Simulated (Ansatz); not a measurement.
# SnSiH6O (SMILES [SiH3][O][SnH3]) at SVWN5/def2-SVP (core potential)

Aim: the vertical singlet–triplet gap of SnSiH6O at SVWN5/def2-SVP (core potential), from 2 runs. 

The results are computed with Ansatz 0.2.0.

63 further runs of the same task are left out: 63 set aside as unsound or not needed. Runs told in other sessions of the task aren't counted.

### 1 Starting point

SnSiH6O: 9 atoms, total charge 0, spin state singlet. SMILES: `[SiH3][O][SnH3]`. Geometry: relaxed at PBE0-D4/def2-TZVP.

Bond lengths: Si1–O2 1.627 Å, O2–Sn3 1.963 Å, Si1–H4 1.492 Å, Si1–H5 1.486 Å, Si1–H6 1.492 Å, Sn3–H7 1.699 Å, Sn3–H8 1.705 Å, Sn3–H9 1.705 Å. Some angles: Si1–O2–Sn3 136.6°, O2–Si1–H4 111.4°, O2–Si1–H5 109.0°, O2–Si1–H6 111.4°, O2–Sn3–H7 103.7°, O2–Sn3–H8 106.7°, O2–Sn3–H9 106.7°, H4–Si1–H5 108.8°, H4–Si1–H6 107.4°, H5–Si1–H6 108.8°.

### 2 A single-point energy at SVWN5/def2-SVP (core potential)

Input file molecule.yaml:

```yaml
crystal:
  periodic: [false, false, false]
  atoms:
    - symbol: Si
      position_ang: [-0.707500, 1.106300, -0.961800]
    - symbol: O
      position_ang: [0.549600, 0.232700, -0.411000]
    - symbol: Sn
      position_ang: [0.837100, -1.145700, 0.956400]
    - symbol: H
      position_ang: [-1.786000, 0.228100, -1.502000]
    - symbol: H
      position_ang: [-0.233000, 2.004100, -2.046400]
    - symbol: H
      position_ang: [-1.309600, 1.937400, 0.121200]
    - symbol: H
      position_ang: [2.493700, -1.499800, 0.829900]
    - symbol: H
      position_ang: [-0.166000, -2.460900, 0.544700]
    - symbol: H
      position_ang: [0.410100, -0.448400, 2.452000]
basis:
  gaussian:
    orbitals: def2-SVP
total_charge: 0
hamiltonian:
  xc: {name: SVWN5}
accuracy: high
output: {orbitals: {seedname: orbitals}}
```

On the command line:

```
$ ansatz run molecule.yaml --threads 1 --pin off --max-ram 2610MiB --events-out events.jsonl --progress --plain --runs-dir runs
```

Output:

```text
Warning: RAYON_NUM_THREADS=1 ignored (pool sized by the plan → 1); use --threads N
Functional definition: SVWN5
  name "SVWN5"
  exchange = slater_x
  correlation = vwn5_c
2073 factors; integrals over basis functions are off by at most 7.3e-9 eV
mean field evaluation 1: about -15786.6411 eV, gradient 5.8e1 eV
mean field evaluation 2: about -15720.6015 eV, gradient 1.7e2 eV
mean field evaluation 4: about -15792.9892 eV, gradient 6.6e0 eV
mean field evaluation 8: about -15793.1169 eV, gradient 1.1e-1 eV
mean field evaluation 16: about -15793.1169 eV, gradient 8.1e-6 eV
mean field -15793.11690227 eV, -580.3863411993 hartree, gradient 7.6e-8 eV, S^2 0.000000; 0 other end points of the search recorded, 0 dependent functions left out
reference -15793.11690627 eV, -580.3863413464 hartree; 25, 25 occupied and 63, 63 virtual orbitals, 2073 factors
Total energy: -15793.11690627 eV, -580.3863413464 hartree
```

It took 4.8 s on 1 thread of Arm Neoverse V1, shared host; peak memory 0.22 GiB.

### 3 The triplet

Input file molecule.yaml:

```yaml
basis:
  gaussian: {orbitals: def2-SVP}
crystal:
  periodic: [false, false, false]
  atoms:
    - {symbol: Si, position_ang: [-0.707500, 1.106300, -0.961800]}
    - {symbol: O, position_ang: [0.549600, 0.232700, -0.411000]}
    - {symbol: Sn, position_ang: [0.837100, -1.145700, 0.956400]}
    - {symbol: H, position_ang: [-1.786000, 0.228100, -1.502000]}
    - {symbol: H, position_ang: [-0.233000, 2.004100, -2.046400]}
    - {symbol: H, position_ang: [-1.309600, 1.937400, 0.121200]}
    - {symbol: H, position_ang: [2.493700, -1.499800, 0.829900]}
    - {symbol: H, position_ang: [-0.166000, -2.460900, 0.544700]}
    - {symbol: H, position_ang: [0.410100, -0.448400, 2.452000]}
magnetization: {spin_polarized: true, initial_magnetization: 2}
hamiltonian: {xc: {name: SVWN5}}
accuracy: high
output: {orbitals: {seedname: orbitals}}
```

On the command line:

```
$ ansatz run molecule.yaml --threads 1 --pin off --max-ram 2610MiB --events-out events.jsonl --progress --plain --runs-dir runs
```

Output:

```text
Warning: RAYON_NUM_THREADS=1 ignored (pool sized by the plan → 1); use --threads N
Functional definition: SVWN5
  name "SVWN5"
  exchange = slater_x
  correlation = vwn5_c
2073 factors; integrals over basis functions are off by at most 7.3e-9 eV
mean field evaluation 1: about -15778.5302 eV, gradient 4.4e1 eV
mean field evaluation 2: about -15600.1846 eV, gradient 1.5e2 eV
mean field evaluation 4: about -15785.4992 eV, gradient 1.7e1 eV
mean field evaluation 8: about -15787.6922 eV, gradient 2.4e0 eV
mean field evaluation 16: about -15787.7617 eV, gradient 6.8e-3 eV
mean field evaluation 32: about -15787.7617 eV, gradient 3.4e-8 eV
mean field evaluation 64: about -15786.6971 eV, gradient 5.5e0 eV
mean field evaluation 96: about -15787.6895 eV, gradient 4.0e-1 eV
mean field -15787.76172826 eV, -580.1895421844 hartree, gradient 3.4e-8 eV, S^2 2.002399; 8 other end points of the search recorded, 0 dependent functions left out
reference -15787.76173216 eV, -580.1895423278 hartree; 26, 24 occupied and 62, 64 virtual orbitals, 2073 factors
Total energy: -15787.76173216 eV, -580.1895423278 hartree
```

It took 14 s on 1 thread of Arm Neoverse V1, shared host; peak memory 0.27 GiB.

### 4 Outcome

At SVWN5/def2-SVP (core potential):

| quantity | value |
| --- | --- |
| singlet: total energy | -580.38634 Eh |
| singlet: HOMO energy | -6.70 eV |
| singlet: LUMO energy | -1.53 eV |
| singlet: HOMO–LUMO gap | 5.16 eV |
| triplet: total energy | -580.18954 Eh |
| triplet: HOMO energy (highest over α and β) | -1.96 eV |
| triplet: ⟨S²⟩ | 2.002 |
| vertical energy of the triplet above the singlet | 5.355 eV |

**Reading.** At this shape the triplet lies 5.36 eV (517 kJ/mol) above the singlet.
